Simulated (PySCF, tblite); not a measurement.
**C4H11BO2Si: geometry, infrared bands and NMR shifts**

What infrared bands and NMR shifts should C4H11BO2Si (`C=C(O[SiH2]O)B(C)C`) show?

Programs: tblite 0.8.0 and PySCF 2.14.0, with density-fitted response routines of our own. Each step states its level of theory. These are calculated values for one molecule in the gas phase, unless marked as measured. Atoms are numbered from 0 throughout.

**1. Starting geometry**

19 atoms, charge 0, multiplicity 1; geometry from: force field or distance geometry start.

Bonds of the start (Å): C0–C1 1.35, C1–O2 1.38, O2–Si3 1.73, Si3–O4 1.72, C1–B5 1.56, B5–C6 1.59, B5–C7 1.57, C0–H8 1.09, C0–H9 1.07, Si3–H10 1.47, Si3–H11 1.46, O4–H12 1.00, C6–H13 1.11, C6–H14 1.10, C6–H15 1.11, C7–H16 1.12, C7–H17 1.13, C7–H18 1.11.

**2. Geometry optimisation with GFN2-xTB**

What the job is given:

```
{"job": {"kind": "relax", "xc": "GFN2-xTB", "basis": "xTB"}, "charge": 0, "multiplicity": 1}
C      0.813500    -1.306600     1.061900
C      0.320700    -0.516100     0.081700
O      1.121400    -0.074300    -0.957100
Si     2.727200     0.453200    -0.597500
O      2.743900     2.160500    -0.395800
B     -1.188100    -0.141700     0.211000
C     -2.250600    -1.306000     0.012100
C     -1.739600     1.315300     0.362500
H      0.173900    -1.642700     1.871700
H      1.835700    -1.633400     1.087300
H      3.697000     0.030400    -1.615400
H      3.153000    -0.132100     0.675400
H      1.977600     2.464500     0.178800
H     -1.768700    -2.080000    -0.617000
H     -2.666600    -1.666000     0.964500
H     -3.092900    -0.883900    -0.574300
H     -2.070400     1.737800    -0.617200
H     -2.701100     1.223600     0.951700
H     -1.095500     2.006800     0.938500
```

Launch:

```sh
> OMP_NUM_THREADS=1 python probes_run.py task.json out
```

One launch serves the whole session: the jobs run in the order shown.

**Question.** This job is followed by: GFN2-xTB harmonic vibrations, gas phase; GIAO PBE0/pcSseg-1 NMR shielding, non-relativistic, gas phase. What will the session give for the following? strongest single infrared mode (GFN2-xTB); zero-point energy (GFN2-xTB); ¹³C shifts against TMS (PBE0/pcSseg-1, means over atoms taken as alike); ¹H shifts against TMS (PBE0/pcSseg-1, means over atoms taken as alike); ¹⁷O shifts against H2O (PBE0/pcSseg-1); ²⁹Si shifts against TMS (PBE0/pcSseg-1); ¹¹B shifts against BF3·OEt2 (PBE0/pcSseg-1).

**Answer**, as computed:

| quantity | value |
| --- | --- |
| strongest single infrared mode (GFN2-xTB) | 2237 cm⁻¹, 413 km/mol |
| zero-point energy (GFN2-xTB) | 89.2 kcal/mol |
| ¹³C shifts against TMS (PBE0/pcSseg-1, means over atoms taken as alike) | 175.4, 116.1, 12.6 ppm |
| ¹H shifts against TMS (PBE0/pcSseg-1, means over atoms taken as alike) | 5.46, 5.26, 5.12, 1.44, 1.00 ppm |
| ¹⁷O shifts against H2O (PBE0/pcSseg-1) | 132.8, 22.9 ppm |
| ²⁹Si shifts against TMS (PBE0/pcSseg-1) | -34.2 ppm |
| ¹¹B shifts against BF3·OEt2 (PBE0/pcSseg-1) | 77.3 ppm |

In words: The optimisation took 134 steps and gained 1.083 eV; among the close pairs (by a distance rule), O2–Si3 changed most, from 1.728 to 1.625 Å. The lowest mode is imaginary (32i cm⁻¹), so the xTB geometry is not a minimum. The strongest single mode, at 2237 cm⁻¹, moves mainly H10. GFN2-xTB is a fitted tight-binding method: band positions and strengths are rough. Its intensities can rank the bands wrongly. C1 (alkene carbon bearing oxygen) lies farthest downfield among carbon, at 175.4 ppm; an sp2 carbon further deshielded by the attached heteroatom. At PBE0/pcSseg-1: The largest span, 210 ppm, is at C1, where the paramagnetic term is -242 ppm.
